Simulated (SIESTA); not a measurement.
Zr3S2 under changes of volume

One of the cells (20.358 Å³/atom); the others are scaled copies at fixed shape and fractional positions:

```
Zr S
1.0
     2.90254    1.67578    3.48777
    -2.90254    1.67578    3.48777
     0.00000   -3.35156    3.48777
Zr S
3 2
Direct
  0.83873 0.50000 0.16127
  0.50000 0.16127 0.83873
  0.16127 0.83873 0.50000
  0.66502 0.66502 0.66502
  0.33498 0.33498 0.33498
```

The cell comes from a database or a generator and needn't be the stable form of this composition.

| Quantity | Value |
| --- | --- |
| Program | SIESTA 5.4.2 |
| Functional | LDA |
| Potentials or basis | PseudoDojo 0.4 standard (LDA files) |
| Basis | DZP (energy shift 0.003 Ry; two zetas on semicore shells) |
| Grid cutoff | 800 Ry |
| Energy shift | 0.003 Ry |
| k mesh | 4 × 4 × 4 |
| Occupations | fermi-dirac, width 0.05 eV |
| Spin | no spin polarisation |

| volume (Å³/atom) | energy over the lowest point (meV/atom) | pressure (GPa) | largest force (eV/Å) |
| --- | --- | --- | --- |
| 19.136 | ? | ? | ? |
| 19.543 | 0.00 | -1.1 | 0.101 |
| 19.950 | 6.26 | -3.7 | 0.041 |
| 20.358 | 18.76 | -6.1 | 0.029 |
| 20.765 | 36.85 | -8.1 | 0.064 |
| 21.172 | 59.92 | -10.0 | 0.110 |
| 21.579 | 87.47 | -11.6 | 0.149 |

**Question.** What does the run at 19.136 Å³/atom give?

**Answer.** Energy over the lowest point 0.71 meV/atom; pressure 1.7 GPa; largest force 0.169 eV/Å.

Worked out: A Birch-Murnaghan fit of order 3 (a polynomial in V^(-2/3)) to the other rows has its minimum at 19.38 Å³/atom, just outside them, with B0 = V·E''(V) = 136 GPa and B' = 4.3 at fixed shape and positions, which overstates the stiffness. It gives 0.71 meV/atom at 19.136 Å³/atom, against the run's 0.71, and -dE/dV = 1.8 GPa, against 1.7.

Energies are extrapolated to zero smearing.

Caveats: the basis of atomic orbitals isn't converged, which shifts pressures, moduli and gaps.
